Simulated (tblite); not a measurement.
# C5H12GeSi: the cost of one run

Computed with tblite 0.8.0 and PySCF 2.14.0, with density-fitted response routines of our own, on a single molecule in the gas phase. Atoms are numbered from 0 throughout.

## 1. The molecule as given

19 atoms, charge 0, multiplicity 1; geometry from: force field or distance geometry start.

Bonds of the start (Å): Si0–C1 1.90, C1–C2 1.48, C2–C3 1.47, C3–C4 1.27, C4–C5 1.47, C5–Ge6 1.96, Ge6–C2 1.98, Si0–H7 1.48, Si0–H8 1.45, Si0–H9 1.47, C1–H10 1.10, C1–H11 1.12, C2–H12 1.12, C3–H13 1.14, C4–H14 1.14, C5–H15 1.10, C5–H16 1.11, Ge6–H17 1.53, Ge6–H18 1.54.

## 2. Relaxing the molecule with GFN2-xTB

The job: settings as JSON, then the geometry in Å.

```
{"job": {"kind": "relax", "xc": "GFN2-xTB", "basis": "xTB"}, "charge": 0, "multiplicity": 1}
Si     2.673700     0.405700     0.245800
C      1.235400    -0.259700    -0.803100
C      0.124100    -0.754600     0.039000
C     -1.052300    -1.289800    -0.661400
C     -2.091300    -0.585100    -0.832700
C     -2.152200     0.810300    -0.372800
Ge    -0.786800     0.698400     1.022300
H      2.318300     0.371700     1.678000
H      2.934700     1.753800    -0.219600
H      3.874200    -0.428000     0.097700
H      0.955400     0.458500    -1.594600
H      1.675400    -1.135100    -1.336000
H      0.513100    -1.512300     0.763400
H     -1.006000    -2.375500    -1.020400
H     -3.005900    -0.991200    -1.372400
H     -1.838300     1.536800    -1.137500
H     -3.123200     1.080800     0.085500
H     -1.323300     0.242300     2.378700
H      0.065400     1.982200     1.047700
```

The run is started by

```sh
OMP_NUM_THREADS=1 python probes_run.py task.json out
```

This one command runs all jobs of the session in turn.

**Question.** How long does this first job take on 1 thread of Arm Neoverse N1, shared host, and how much memory does it need?

About 2.5 s, with a peak of 0.18 GiB.
